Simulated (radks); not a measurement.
# Taking charge from the 3d level of Sn⁺ in fractions

The task here is to estimate one member of a computed series from the others.

The numbers are computed with radks (a radial shooting solver on a logarithmic mesh, Libxc functionals) version 1 (Dirac Kohn-Sham, PBE, spin-unpolarised, spherical densities, finite nucleus; open shells fill j = l - 1/2 first), except any that are marked as measured or tabulated.

**The system**

* element: tin (Z = 50)
* charge: +1
* electrons: 49
* configuration: [Ar] 3d(3/2: 4, 5/2: 6) 4s2 4p6 4d10 5s2 5p1
* nuclear rms radius: 4.6519 fm

A shell typed twice in an input gives the lower j, then the higher j.

Set-up of the first run:

Input:

```text
Z 50
configuration [Ar] 3d4 3d6 4s2 4p6 4d10 5s2 5p1
relativity Dirac
functional pbe,pbe
spin unpolarised
j_filling energy
nucleus finite rms 4.6519 fm
c 137.035999084
```

Steps of the session up to this table: Start: [Ar] 3d(3/2: 4, 5/2: 6) 4s2 4p6 4d10 5s2 5p1.

One of the session's tables, all rows but one given; the rest of the session is left out.

From the orbitals of this run (lengths in bohr):

| level | <r> | outermost maximum (interpolated) | 90 % within | nodes |
| --- | --- | --- | --- | --- |
| 4s1/2 | 0.8187 | 0.746 | 1.19 | 3 |
| 4p1/2 | 0.8657 | 0.772 | 1.27 | 2 |
| 4p3/2 | 0.8954 | 0.797 | 1.32 | 2 |
| 4d3/2 | 1.088 | 0.881 | 1.69 | 1 |
| 4d5/2 | 1.103 | 0.891 | 1.72 | 1 |
| 5s1/2 | ? | ? | ? | ? |
| 5p1/2 | 2.837 | 2.37 | 4.25 | 3 |
| 5p3/2 | 2.945 | 2.46 | 4.41 | 3 |

Estimate the missing values for 5s1/2.

**Answer.** <r>: 2.310; outermost maximum (interpolated): 1.99; 90 % within: 3.39; nodes: 4. In the column «<r>» it lies between 4d5/2 (1.103) and 5p1/2 (2.837).
